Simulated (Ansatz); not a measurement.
# Nb3Sn: the cost of one run

Method: DFT r²SCAN, scalar-relativistic, plane waves, PAW (the target; the first runs use scalar-relativistic PBE), in Ansatz 0.2.0.

## 1. The starting structure

The structure is cubic, space group Pm-3n (No. 223). The conventional cell has a = 5.282 Å, b = 5.282 Å, c = 5.282 Å, α = 90.00°, β = 90.00°, γ = 90.00°. Around Nb (site symmetry -4m2) lie 2 Nb at 2.64 Å and 4 Sn at 2.95 Å. Sn (site symmetry m-3) is surrounded by 12 Nb at 2.95 Å.

Structure file:

```
CELL_PARAMETERS angstrom
5.28210 0.00000 0.00000
0.00000 5.28210 0.00000
0.00000 0.00000 5.28210
ATOMIC_POSITIONS crystal
Nb 0.25000 0.00000 0.50000
Nb 0.50000 0.75000 0.00000
Nb 0.75000 0.00000 0.50000
Nb 0.50000 0.25000 0.00000
Nb 0.00000 0.50000 0.75000
Nb 0.00000 0.50000 0.25000
Sn 0.00000 0.00000 0.00000
Sn 0.50000 0.50000 0.50000
```

## 2. At the starting volume (PBE, 4×4×4 mesh)

Input file input.yaml:

```yaml
crystal:
  lattice:
    - [5.2821, 0.0, 0.0]
    - [0.0, 5.2821, 0.0]
    - [0.0, 0.0, 5.2821]
  atoms:
    - { symbol: Nb, position: [0.25, 0.0, 0.5] }
    - { symbol: Nb, position: [0.5, 0.75, 0.0] }
    - { symbol: Nb, position: [0.75, 0.0, 0.5] }
    - { symbol: Nb, position: [0.5, 0.25, 0.0] }
    - { symbol: Nb, position: [0.0, 0.5, 0.75] }
    - { symbol: Nb, position: [0.0, 0.5, 0.25] }
    - { symbol: Sn, position: [0.0, 0.0, 0.0] }
    - { symbol: Sn, position: [0.5, 0.5, 0.5] }
basis:
  ecutwfc: 420
  ecutrho_ratio: 4
kpoints:
  mp_grid: { grid: [4, 4, 4] }
hamiltonian:
  xc: pbe
scf:
  occupations: { method: gaussian, width: 0.05 }
output:
  forces: true
  stress: true
  eigenvalues: true
```

Run with:

```bash
ansatz run input.yaml --threads 4 --pin off --max-ram 10240MiB --backend cpu --events-out ev --progress --plain --runs-dir out
```

**Question.** How long does this run take on 4 threads of Arm Neoverse V1, shared host, and how much memory does it need?

About 2.2 s, with a peak of 0.55 GiB.
